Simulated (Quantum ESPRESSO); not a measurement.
**HfB under changes of volume**

One of the cells (12.326 Å³/atom); the others are scaled copies at fixed shape and fractional positions:

```
Hf B
1.0
     0.00000    2.31000    2.31000
     2.31000    0.00000    2.31000
     2.31000    2.31000    0.00000
Hf B
1 1
Cartesian
  2.3100 2.3100 2.3100
  0.0000 0.0000 0.0000
```

* Program: Quantum ESPRESSO 7.5
* Functional: PBE
* Potentials or basis: SSSP 1.3 efficiency PBE
* Cutoff: 816 eV
* Density cutoff: 5987 eV
* k mesh: 10 × 10 × 10
* Occupations: fermi-dirac, width 0.05 eV
* Spin: no spin polarisation

```tsv
volume (Å³/atom)	energy over the lowest point (meV/atom)	pressure (GPa)
11.587	?	?
11.833	218.04	42.9
12.080	157.14	36.5
12.326	105.66	30.7
12.573	62.78	25.3
12.819	27.79	20.4
13.066	0.00	15.9
```

Problem. What does the run at 11.587 Å³/atom give?

Solution. Energy over the lowest point 289.25 meV/atom; pressure 49.9 GPa.

Worked out: A Birch-Murnaghan fit of order 3 (a polynomial in V^(-2/3)) to the other rows has no minimum within the range. It gives 288.91 meV/atom at 11.587 Å³/atom, against the run's 289.25, and -dE/dV = 49.6 GPa, against 49.9.

Energies are extrapolated to zero smearing.
